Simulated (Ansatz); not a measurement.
# NiTe2 (Melonite): the cost of one run

Program: Ansatz 0.2.0. Level of theory: DFT PBEsol, with the methods named in each step. These are calculated values, not measurements.

The COD entry's cell or inner coordinates are ideal or old and differ from later refinements, so a difference from it is no clean test against experiment.

**1. The structure to begin with**

Symmetry: P-3m1, No. 164, trigonal system. The conventional cell has a = 3.861 Å, b = 3.861 Å, c = 5.297 Å, α = 90.00°, β = 90.00°, γ = 120.00°. Ni (site symmetry -3m) is surrounded by 6 Te at 2.59 Å. Te (site symmetry 3m) is surrounded by 3 Ni at 2.59 Å.

Structure file:

```
CELL_PARAMETERS angstrom
3.86100 0.00000 0.00000
-1.93050 3.34372 0.00000
0.00000 0.00000 5.29700
ATOMIC_POSITIONS crystal
Ni 0.00000 0.00000 0.00000
Te 0.33333 0.66667 0.25000
Te 0.66667 0.33333 0.75000
```

Atoms are numbered in the order of the input: Ni1, Te2, Te3.

**2. Free moments, LAPW**

File input.yaml:

```yaml
crystal:
  lattice:
    - [3.861, 0.0, 0.0]
    - [-1.9305, 3.343724084, 0.0]
    - [0.0, 0.0, 5.297]
  atoms:
    - { symbol: Ni, position: [0.0, 0.0, 0.0], spin: 1.5 }
    - { symbol: Te, position: [0.3333333333, 0.6666666667, 0.25] }
    - { symbol: Te, position: [0.6666666667, 0.3333333333, 0.75] }
magnetization:
  spin_polarized: true
kpoints:
  mp_grid: { grid: [9, 9, 6] }
scf:
  occupations: { method: fermi_dirac, width: 0.05 }
  lower_state_search: "off"
hamiltonian:
  xc: pbesol
  pseudopotentials: { kind: all_electron, lapw: { basis_error: 0.001 } }
output:
  forces: true
  stress: true
  eigenvalues: false
  populations: true
  dos: { projected: true, de: 0.1, e_range: [-8, 5] }
```

The run is started by

```
$ ansatz run input.yaml --threads 2 --pin off --max-ram 6144MiB --backend cpu --events-out ev --progress --plain --runs-dir out
```

**Question.** How long does this run take on 2 threads of Arm Neoverse V2, shared host, and how much memory does it need?

About 78 s, with a peak of 0.87 GiB.
